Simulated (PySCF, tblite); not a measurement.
# C₆H₇NO+ (doublet): geometry, infrared bands and EPR parameters

What infrared bands and EPR parameters should C₆H₇NO+ (doublet) (`C/N=C\[C+]1[CH]C=CO1`) show?

Computed with tblite 0.8.0 and PySCF 2.14.0, with density-fitted response routines of our own, on a single molecule in the gas phase. Atoms count from 0, in the outputs and in this text.

### Step 1. The starting structure

15 atoms, charge 1, multiplicity 2; geometry from: force field or distance geometry start.

Bonds of the start (Å): C0–N1 1.42, N1–C2 1.30, C2–C3 1.45, C3–C4 1.49, C4–C5 1.50, C5–C6 1.32, C6–O7 1.38, O7–C3 1.38, C0–H8 1.09, C0–H9 1.14, C0–H10 1.10, C2–H11 1.08, C4–H12 1.10, C5–H13 1.09, C6–H14 1.10.

### Step 2. Geometry optimisation with GFN2-xTB

Job settings and geometry (Å):

```
{"job": {"kind": "relax", "xc": "GFN2-xTB", "basis": "xTB"}, "charge": 1, "multiplicity": 2}
C     -2.385000     0.199900    -0.000600
N     -1.959600    -1.104500    -0.375500
C     -0.722300    -1.506800    -0.418700
C      0.323300    -0.550100    -0.099200
C      1.792600    -0.797000    -0.081100
C      2.385700     0.514500     0.325400
C      1.395300     1.366600     0.526000
O      0.172600     0.760900     0.294100
H     -2.037500     0.950700    -0.713200
H     -3.519900     0.167100    -0.031700
H     -2.058300     0.511500     1.005300
H     -0.490000    -2.522800    -0.708600
H      2.179100    -1.163400    -1.039600
H      3.441100     0.764600     0.450800
H      1.478500     2.416600     0.844700
```

Command:

```sh
> OMP_NUM_THREADS=1 python probes_run.py task.json out
```

One launch serves the whole session: the jobs run in the order shown.

**Question.** This job is followed by: GFN2-xTB harmonic vibrations, gas phase; UKS B3LYP, pcH-1 on C H N O, non-relativistic, mean-field spin-orbit, GIAO. What will the session give for the following? strongest single infrared mode (GFN2-xTB); zero-point energy (GFN2-xTB); g(iso) (B3LYP); ⟨S²⟩; largest a(iso) (averaged by class).

As calculated:

```
                                 quantity                  value
strongest single infrared mode (GFN2-xTB)  1301 cm⁻¹, 246 km/mol
             zero-point energy (GFN2-xTB)          71.1 kcal/mol
                           g(iso) (B3LYP)                2.00444
                                     ⟨S²⟩     0.758 (exact 0.75)
       largest a(iso) (averaged by class)   1H on H11, 120.8 MHz
```

In words: Over 106 steps the energy fell by 1.681 eV; of the close pairs, C3–C4 changed most, 1.490 to 1.391 Å. No mode is imaginary among the 39: a minimum at this level. The strongest single mode, at 1301 cm⁻¹, is spread over several atoms, H9, H10, H8 among them. GFN2-xTB is a fitted tight-binding method: band positions and strengths are rough. Its intensities can rank the bands wrongly. N1 carries the largest spin population, 0.71 e. The isotropic g lies 2.1 ppt above the free-electron value. The conformer search found further structures of the same energy, which may be mirror or relabelled copies of this one.
